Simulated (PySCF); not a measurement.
# A gas-phase reaction: ClH2O2Sc + FH → FH2O2Sc + ClH

What reaction energy should one expect for `[OH][Sc]([OH])[Cl]` + `F` → `[OH][Sc]([OH])[F]` + `Cl`?

Computed with PySCF 2.14.0; each step states its level. No surroundings beyond the atoms listed, unless a continuum is named. Atoms count from 0, parts from 1.

## 1. The system as given

Each species was relaxed by itself at PBE0-D3(BJ)/def2-SVPD.

## 2. Reaction energy: wB97M-D3(BJ)/def2-TZVPD

The job: settings as JSON, then the geometry in Å.

```
{"job": {"kind": "react", "xc": "wB97M-D3(BJ)", "basis": "def2-TZVPD"}, "charge": 0, "multiplicity": 1}
-1 ClH2O2Sc charge 0 multiplicity 1
O     -1.038640    -0.362420    -1.256390
Sc    -0.016420    -0.309180     0.281360
O      1.110530     1.125090     0.587170
Cl    -0.176050    -2.052060     1.828100
H     -1.529030    -0.312050    -2.072930
H      1.649630     1.910570     0.632710

-1 FH charge 0 multiplicity 1
F      0.459190    -0.008490     0.027450
H     -0.459200     0.008490    -0.027450

+1 FH2O2Sc charge 0 multiplicity 1
O     -1.003540    -0.366980    -1.306020
Sc    -0.114000    -0.303910     0.329810
O      1.213580     0.956990     0.675660
F     -0.562220    -1.540500     1.648160
H     -1.425210    -0.358380    -2.160530
H      1.891390     1.612770     0.812930

+1 ClH charge 0 multiplicity 1
Cl     0.644690     0.003060    -0.005540
H     -0.643470    -0.001320     0.005760
```

Method: wB97M-D3(BJ)/def2-TZVPD reaction energy of separated species, gas phase.

Started as:

```sh
OMP_NUM_THREADS=1 python cluster_run.py task.json out
```

This one command runs all jobs of the session in turn.

The log of the run:

```text
species 1 (ClH2O2Sc)
coarse grid: 29064 points
cycle   1  E = -1372.7529278751  dE =  2.440e-02  |g| = 1.080e+00  |ddm| = 2.606e+00
cycle   2  E = -1372.7144152924  dE =  3.851e-02  |g| = 1.259e+00  |ddm| = 1.094e+00
cycle   3  E = -1372.9761513356  dE = -2.617e-01  |g| = 1.442e-01  |ddm| = 5.345e-01
cycle   4  E = -1372.9806700216  dE = -4.519e-03  |g| = 4.247e-02  |ddm| = 1.215e-01
cycle   5  E = -1372.9811821011  dE = -5.121e-04  |g| = 1.055e-02  |ddm| = 5.204e-02
cycle   6  E = -1372.9812344923  dE = -5.239e-05  |g| = 4.385e-03  |ddm| = 1.567e-02
cycle   7  E = -1372.9812442732  dE = -9.781e-06  |g| = 1.026e-03  |ddm| = 7.936e-03
final grid: 57944 points
cycle   8  E = -1372.9812633153  dE = -1.360e-06  |g| = 4.800e-04  |ddm| = 3.999e-03
cycle   9  E = -1372.9812635483  dE = -2.330e-07  |g| = 2.956e-04  |ddm| = 1.053e-03
cycle  10  E = -1372.9812635952  dE = -4.688e-08  |g| = 1.632e-04  |ddm| = 3.587e-04
cycle  11  E = -1372.9812636184  dE = -2.327e-08  |g| = 7.892e-05  |ddm| = 3.862e-04
cycle  12  E = -1372.9812636203  dE = -1.919e-09  |g| = 1.475e-05  |ddm| = 8.131e-05
cycle  13  E = -1372.9812636204  dE = -9.913e-11  |g| = 5.330e-06  |ddm| = 2.199e-05
converged SCF energy = -1372.9812636204

species 2 (FH)
coarse grid: 7776 points
cycle   1  E = -100.4688184711  dE = -9.408e-02  |g| = 4.644e-01  |ddm| = 6.197e-01
cycle   2  E = -100.4724996219  dE = -3.681e-03  |g| = 5.038e-01  |ddm| = 3.808e-01
cycle   3  E = -100.5053131250  dE = -3.281e-02  |g| = 2.574e-02  |ddm| = 1.678e-01
cycle   4  E = -100.5053891027  dE = -7.598e-05  |g| = 5.006e-03  |ddm| = 1.077e-02
cycle   5  E = -100.5053937437  dE = -4.641e-06  |g| = 4.334e-04  |ddm| = 3.766e-03
final grid: 16976 points
cycle   6  E = -100.5053934911  dE = -6.405e-08  |g| = 1.057e-04  |ddm| = 8.216e-04
cycle   7  E = -100.5053934945  dE = -3.449e-09  |g| = 8.026e-05  |ddm| = 2.176e-04
cycle   8  E = -100.5053934954  dE = -8.436e-10  |g| = 2.069e-05  |ddm| = 3.733e-05
converged SCF energy = -100.5053934954

species 3 (FH2O2Sc)
coarse grid: 28048 points
cycle   1  E = -1012.3570503817  dE = -1.143e-01  |g| = 1.189e+00  |ddm| = 2.543e+00
cycle   2  E = -1012.2974880628  dE =  5.956e-02  |g| = 1.435e+00  |ddm| = 1.181e+00
cycle   3  E = -1012.6174048363  dE = -3.199e-01  |g| = 1.388e-01  |ddm| = 5.868e-01
cycle   4  E = -1012.6215130989  dE = -4.108e-03  |g| = 4.001e-02  |ddm| = 1.206e-01
cycle   5  E = -1012.6218985690  dE = -3.855e-04  |g| = 7.481e-03  |ddm| = 4.024e-02
cycle   6  E = -1012.6219143195  dE = -1.575e-05  |g| = 6.082e-03  |ddm| = 9.208e-03
cycle   7  E = -1012.6219213768  dE = -7.057e-06  |g| = 9.894e-04  |ddm| = 3.922e-03
final grid: 57808 points
cycle   8  E = -1012.6219854789  dE = -1.240e-06  |g| = 9.583e-04  |ddm| = 3.871e-03
cycle   9  E = -1012.6219855008  dE = -2.192e-08  |g| = 1.146e-03  |ddm| = 1.030e-03
cycle  10  E = -1012.6219856868  dE = -1.860e-07  |g| = 1.090e-04  |ddm| = 4.209e-04
cycle  11  E = -1012.6219856970  dE = -1.014e-08  |g| = 4.561e-05  |ddm| = 2.042e-04
cycle  12  E = -1012.6219856986  dE = -1.580e-09  |g| = 1.301e-05  |ddm| = 8.125e-05
cycle  13  E = -1012.6219856987  dE = -1.030e-10  |g| = 8.442e-06  |ddm| = 2.327e-05
converged SCF energy = -1012.6219856987

species 4 (ClH)
coarse grid: 8792 points
cycle   1  E = -460.8503332507  dE = -8.165e-02  |g| = 2.169e-01  |ddm| = 7.239e-01
cycle   2  E = -460.8625127631  dE = -1.218e-02  |g| = 1.397e-01  |ddm| = 2.651e-01
cycle   3  E = -460.8670521533  dE = -4.539e-03  |g| = 1.358e-02  |ddm| = 9.818e-02
cycle   4  E = -460.8670932363  dE = -4.108e-05  |g| = 3.364e-03  |ddm| = 9.545e-03
cycle   5  E = -460.8670994847  dE = -6.248e-06  |g| = 8.516e-04  |ddm| = 3.915e-03
final grid: 17120 points
cycle   6  E = -460.8670682282  dE = -3.716e-07  |g| = 3.676e-04  |ddm| = 8.892e-04
cycle   7  E = -460.8670682745  dE = -4.628e-08  |g| = 1.618e-04  |ddm| = 3.981e-04
cycle   8  E = -460.8670682811  dE = -6.576e-09  |g| = 4.221e-05  |ddm| = 1.295e-04
cycle   9  E = -460.8670682824  dE = -1.311e-09  |g| = 3.975e-06  |ddm| = 6.531e-05
cycle  10  E = -460.8670682824  dE = -3.865e-12  |g| = 8.166e-07  |ddm| = 3.313e-06
converged SCF energy = -460.8670682824

Reaction energy = -1.244 kcal/mol
```

It took 46 s on 1 thread of Arm Neoverse N1, shared host; peak memory 0.67 GiB.

Species by species (with the dispersion term, which the log's SCF energies lack):

| ν | species | energy (Eh) | HOMO (eV) |
| --- | --- | --- | --- |
| -1 | [OH][Sc]([OH])[Cl] | -1372.98522 | -10.77 |
| -1 | F | -100.50563 | -14.54 |
| +1 | [OH][Sc]([OH])[F] | -1012.62522 | -11.34 |
| +1 | Cl | -460.86761 | -11.93 |

## 3. Reaction energy: PBE0-D3(BJ)/def2-TZVPD

Settings changed since step 2:

```diff
@@ -1,2 +1,2 @@
-{"job": {"kind": "react", "xc": "wB97M-D3(BJ)", "basis": "def2-TZVPD"}, "charge": 0, "multiplicity": 1}
+{"job": {"kind": "react", "xc": "PBE0", "basis": "def2-TZVPD", "disp": "d3bj"}, "charge": 0, "multiplicity": 1}
 -1 ClH2O2Sc charge 0 multiplicity 1
```

Method: PBE0-D3(BJ)/def2-TZVPD reaction energy of separated species, gas phase.

The log of the run:

```text
species 1 (ClH2O2Sc)
coarse grid: 29064 points
cycle   1  E = -1372.0059887886  dE =  2.176e-01  |g| = 1.287e+00  |ddm| = 2.778e+00
cycle   2  E = -1371.6501180529  dE =  3.559e-01  |g| = 1.856e+00  |ddm| = 1.823e+00
cycle   3  E = -1372.3388906311  dE = -6.888e-01  |g| = 3.135e-01  |ddm| = 1.073e+00
cycle   4  E = -1372.3523349735  dE = -1.344e-02  |g| = 1.673e-01  |ddm| = 2.553e-01
cycle   5  E = -1372.3581487695  dE = -5.814e-03  |g| = 3.060e-02  |ddm| = 1.023e-01
cycle   6  E = -1372.3583654788  dE = -2.167e-04  |g| = 4.243e-03  |ddm| = 2.732e-02
cycle   7  E = -1372.3583699167  dE = -4.438e-06  |g| = 1.128e-03  |ddm| = 4.843e-03
final grid: 57944 points
cycle   8  E = -1372.3583879152  dE = -1.211e-07  |g| = 1.591e-03  |ddm| = 2.924e-03
cycle   9  E = -1372.3583868156  dE =  1.100e-06  |g| = 2.915e-03  |ddm| = 2.245e-03
cycle  10  E = -1372.3583883943  dE = -1.579e-06  |g| = 3.194e-04  |ddm| = 1.372e-03
cycle  11  E = -1372.3583884138  dE = -1.947e-08  |g| = 4.243e-05  |ddm| = 2.541e-04
cycle  12  E = -1372.3583884142  dE = -3.836e-10  |g| = 1.634e-05  |ddm| = 3.462e-05
converged SCF energy = -1372.3583884142

species 2 (FH)
coarse grid: 1712 points
cycle   1  E = -100.3541062492  dE = -3.605e-02  |g| = 4.957e-01  |ddm| = 6.253e-01
cycle   2  E = -100.3145885910  dE =  3.952e-02  |g| = 7.430e-01  |ddm| = 5.125e-01
cycle   3  E = -100.3938291358  dE = -7.924e-02  |g| = 2.284e-02  |ddm| = 2.892e-01
cycle   4  E = -100.3939046965  dE = -7.556e-05  |g| = 4.205e-03  |ddm| = 9.787e-03
cycle   5  E = -100.3939066803  dE = -1.984e-06  |g| = 3.555e-04  |ddm| = 1.247e-03
final grid: 16976 points
cycle   6  E = -100.3948396323  dE = -1.856e-05  |g| = 3.992e-03  |ddm| = 7.505e-03
cycle   7  E = -100.3948377134  dE =  1.919e-06  |g| = 5.490e-03  |ddm| = 3.348e-03
cycle   8  E = -100.3948417893  dE = -4.076e-06  |g| = 9.936e-05  |ddm| = 2.010e-03
cycle   9  E = -100.3948417906  dE = -1.281e-09  |g| = 1.779e-05  |ddm| = 3.927e-05
cycle  10  E = -100.3948417907  dE = -4.806e-11  |g| = 3.055e-06  |ddm| = 1.026e-05
converged SCF energy = -100.3948417907

species 3 (FH2O2Sc)
coarse grid: 28048 points
cycle   1  E = -1011.7990158624  dE =  1.418e-02  |g| = 1.222e+00  |ddm| = 2.645e+00
cycle   2  E = -1011.5456827172  dE =  2.533e-01  |g| = 1.734e+00  |ddm| = 1.567e+00
cycle   3  E = -1012.0686299131  dE = -5.229e-01  |g| = 3.108e-01  |ddm| = 9.000e-01
cycle   4  E = -1012.0873242137  dE = -1.869e-02  |g| = 5.479e-02  |ddm| = 1.983e-01
cycle   5  E = -1012.0879969850  dE = -6.728e-04  |g| = 5.488e-03  |ddm| = 3.702e-02
cycle   6  E = -1012.0879995666  dE = -2.582e-06  |g| = 5.284e-03  |ddm| = 5.071e-03
cycle   7  E = -1012.0880038085  dE = -4.242e-06  |g| = 9.079e-04  |ddm| = 2.375e-03
final grid: 57808 points
cycle   8  E = -1012.0880526729  dE = -5.476e-07  |g| = 1.558e-03  |ddm| = 2.896e-03
cycle   9  E = -1012.0880516931  dE =  9.799e-07  |g| = 2.865e-03  |ddm| = 1.790e-03
cycle  10  E = -1012.0880530676  dE = -1.375e-06  |g| = 1.259e-04  |ddm| = 1.188e-03
cycle  11  E = -1012.0880530700  dE = -2.402e-09  |g| = 4.159e-05  |ddm| = 7.443e-05
cycle  12  E = -1012.0880530702  dE = -2.315e-10  |g| = 1.838e-05  |ddm| = 2.457e-05
converged SCF energy = -1012.0880530702

species 4 (ClH)
coarse grid: 2248 points
cycle   1  E = -460.6537841145  dE = -4.644e-02  |g| = 1.882e-01  |ddm| = 7.411e-01
cycle   2  E = -460.6558528809  dE = -2.069e-03  |g| = 1.902e-01  |ddm| = 3.151e-01
cycle   3  E = -460.6653815903  dE = -9.529e-03  |g| = 1.506e-02  |ddm| = 1.513e-01
cycle   4  E = -460.6654036473  dE = -2.206e-05  |g| = 2.693e-03  |ddm| = 7.323e-03
cycle   5  E = -460.6654051952  dE = -1.548e-06  |g| = 1.111e-03  |ddm| = 2.553e-03
final grid: 17120 points
cycle   6  E = -460.6658903394  dE = -4.429e-06  |g| = 2.164e-03  |ddm| = 7.338e-03
cycle   7  E = -460.6658903690  dE = -2.953e-08  |g| = 1.795e-03  |ddm| = 2.512e-03
cycle   8  E = -460.6658909866  dE = -6.176e-07  |g| = 1.533e-04  |ddm| = 1.363e-03
cycle   9  E = -460.6658909935  dE = -6.901e-09  |g| = 2.148e-05  |ddm| = 1.086e-04
cycle  10  E = -460.6658909936  dE = -9.908e-11  |g| = 4.933e-06  |ddm| = 1.681e-05
converged SCF energy = -460.6658909936

Reaction energy = 0.051 kcal/mol
```

Run time: 25 s. Hardware: 1 thread of Arm Neoverse N1, shared host; peak memory 0.64 GiB.

Reaction energy at this level: 0.05 kcal/mol.

## 4. Reaction energy: MP2/def2-TZVPD

Settings changed since step 3:

```diff
@@ -1,2 +1,2 @@
-{"job": {"kind": "react", "xc": "PBE0", "basis": "def2-TZVPD", "disp": "d3bj"}, "charge": 0, "multiplicity": 1}
+{"job": {"kind": "react", "xc": "MP2", "basis": "def2-TZVPD"}, "charge": 0, "multiplicity": 1}
 -1 ClH2O2Sc charge 0 multiplicity 1
```

Method: MP2/def2-TZVPD reaction energy of separated species, gas phase.

The log of the run:

```text
species 1 (ClH2O2Sc)
final grid: 57944 points
cycle   1  E = -1370.3243986461  dE = -6.770e-02  |g| = 8.575e-01  |ddm| = 2.550e+00
cycle   2  E = -1370.4110899720  dE = -8.669e-02  |g| = 6.002e-01  |ddm| = 7.331e-01
cycle   3  E = -1370.4696358351  dE = -5.855e-02  |g| = 5.339e-02  |ddm| = 2.611e-01
cycle   4  E = -1370.4707256648  dE = -1.090e-03  |g| = 1.840e-02  |ddm| = 6.303e-02
cycle   5  E = -1370.4708822108  dE = -1.565e-04  |g| = 3.832e-03  |ddm| = 2.939e-02
cycle   6  E = -1370.4708945626  dE = -1.235e-05  |g| = 1.352e-03  |ddm| = 8.816e-03
cycle   7  E = -1370.4708957043  dE = -1.142e-06  |g| = 4.403e-04  |ddm| = 2.362e-03
cycle   8  E = -1370.4708958442  dE = -1.399e-07  |g| = 1.421e-04  |ddm| = 7.099e-04
cycle   9  E = -1370.4708958626  dE = -1.846e-08  |g| = 3.811e-05  |ddm| = 2.370e-04
cycle  10  E = -1370.4708958640  dE = -1.352e-09  |g| = 9.569e-06  |ddm| = 6.875e-05
cycle  11  E = -1370.4708958641  dE = -7.049e-11  |g| = 3.715e-06  |ddm| = 1.742e-05
converged SCF energy = -1370.4708958641

species 2 (FH)
final grid: 16976 points
cycle   1  E = -100.0371202479  dE = -1.649e-01  |g| = 4.007e-01  |ddm| = 6.032e-01
cycle   2  E = -100.0578878754  dE = -2.077e-02  |g| = 2.336e-01  |ddm| = 2.533e-01
cycle   3  E = -100.0646342091  dE = -6.746e-03  |g| = 2.356e-02  |ddm| = 8.091e-02
cycle   4  E = -100.0647516364  dE = -1.174e-04  |g| = 6.199e-03  |ddm| = 1.253e-02
cycle   5  E = -100.0647673479  dE = -1.571e-05  |g| = 1.459e-03  |ddm| = 5.121e-03
cycle   6  E = -100.0647686208  dE = -1.273e-06  |g| = 2.290e-04  |ddm| = 1.848e-03
cycle   7  E = -100.0647686552  dE = -3.438e-08  |g| = 1.958e-05  |ddm| = 4.211e-04
cycle   8  E = -100.0647686554  dE = -1.856e-10  |g| = 2.360e-06  |ddm| = 2.495e-05
converged SCF energy = -100.0647686554

species 3 (FH2O2Sc)
final grid: 57808 points
cycle   1  E = -1010.2593834874  dE = -2.818e-01  |g| = 9.732e-01  |ddm| = 2.492e+00
cycle   2  E = -1010.3608055228  dE = -1.014e-01  |g| = 6.996e-01  |ddm| = 7.894e-01
cycle   3  E = -1010.4343182519  dE = -7.351e-02  |g| = 4.799e-02  |ddm| = 2.861e-01
cycle   4  E = -1010.4351425261  dE = -8.243e-04  |g| = 1.776e-02  |ddm| = 5.287e-02
cycle   5  E = -1010.4352536125  dE = -1.111e-04  |g| = 3.553e-03  |ddm| = 2.166e-02
cycle   6  E = -1010.4352607742  dE = -7.162e-06  |g| = 1.661e-03  |ddm| = 5.795e-03
cycle   7  E = -1010.4352616397  dE = -8.655e-07  |g| = 5.534e-04  |ddm| = 1.323e-03
cycle   8  E = -1010.4352618128  dE = -1.731e-07  |g| = 1.558e-04  |ddm| = 6.220e-04
cycle   9  E = -1010.4352618352  dE = -2.238e-08  |g| = 3.794e-05  |ddm| = 2.459e-04
cycle  10  E = -1010.4352618363  dE = -1.183e-09  |g| = 9.571e-06  |ddm| = 6.131e-05
cycle  11  E = -1010.4352618364  dE = -5.775e-11  |g| = 3.209e-06  |ddm| = 1.319e-05
converged SCF energy = -1010.4352618364

species 4 (ClH)
final grid: 17120 points
cycle   1  E = -460.0817351181  dE = -1.009e-01  |g| = 2.132e-01  |ddm| = 7.101e-01
cycle   2  E = -460.0969051595  dE = -1.517e-02  |g| = 8.401e-02  |ddm| = 2.053e-01
cycle   3  E = -460.0986385290  dE = -1.733e-03  |g| = 1.826e-02  |ddm| = 5.472e-02
cycle   4  E = -460.0988470950  dE = -2.086e-04  |g| = 6.315e-03  |ddm| = 1.638e-02
cycle   5  E = -460.0988770947  dE = -3.000e-05  |g| = 1.289e-03  |ddm| = 7.398e-03
cycle   6  E = -460.0988783108  dE = -1.216e-06  |g| = 2.807e-04  |ddm| = 1.659e-03
cycle   7  E = -460.0988783641  dE = -5.326e-08  |g| = 4.150e-05  |ddm| = 4.895e-04
cycle   8  E = -460.0988783648  dE = -7.325e-10  |g| = 7.806e-06  |ddm| = 6.177e-05
converged SCF energy = -460.0988783648

Reaction energy = -0.003 kcal/mol
```

It took 13 s on 1 thread of Arm Neoverse N1, shared host; peak memory 0.56 GiB.

Reaction energy at this level: 0.00 kcal/mol.

## 5. Comparing the runs

Energies in kcal/mol, with wall time:

| run | reaction | time |
| --- | --- | --- |
| wB97M-D3(BJ)/def2-TZVPD | -1.24 | 46 s |
| PBE0-D3(BJ)/def2-TZVPD | 0.05 | 25 s |
| MP2/def2-TZVPD | 0.00 | 13 s |

## 6. What came out

```
                                                quantity                   value
               reaction energy (wB97M-D3(BJ)/def2-TZVPD)          -1.24 kcal/mol
                     ΔH, ΔG at 298 K (xTB thermal terms)     -2.9, -3.1 kcal/mol
range of the reaction energy over the runs of this table  -1.24 to 0.05 kcal/mol
```

**Reading.** The reaction is exothermic by 2.9 kcal/mol in the gas phase; dispersion gives +0.26, and xTB itself gave -27.51 for the electronic energy (xTB energies and thermal terms come from the earlier relaxation of each species, not shown). No barrier was sought. xTB and this level differ widely in the electronic energy, so what comes from xTB (the thermal terms above all) is less safe here. The reaction energy runs from -1.24 (wB97M-D3(BJ)/def2-TZVPD) to 0.05 kcal/mol (PBE0-D3(BJ)/def2-TZVPD).
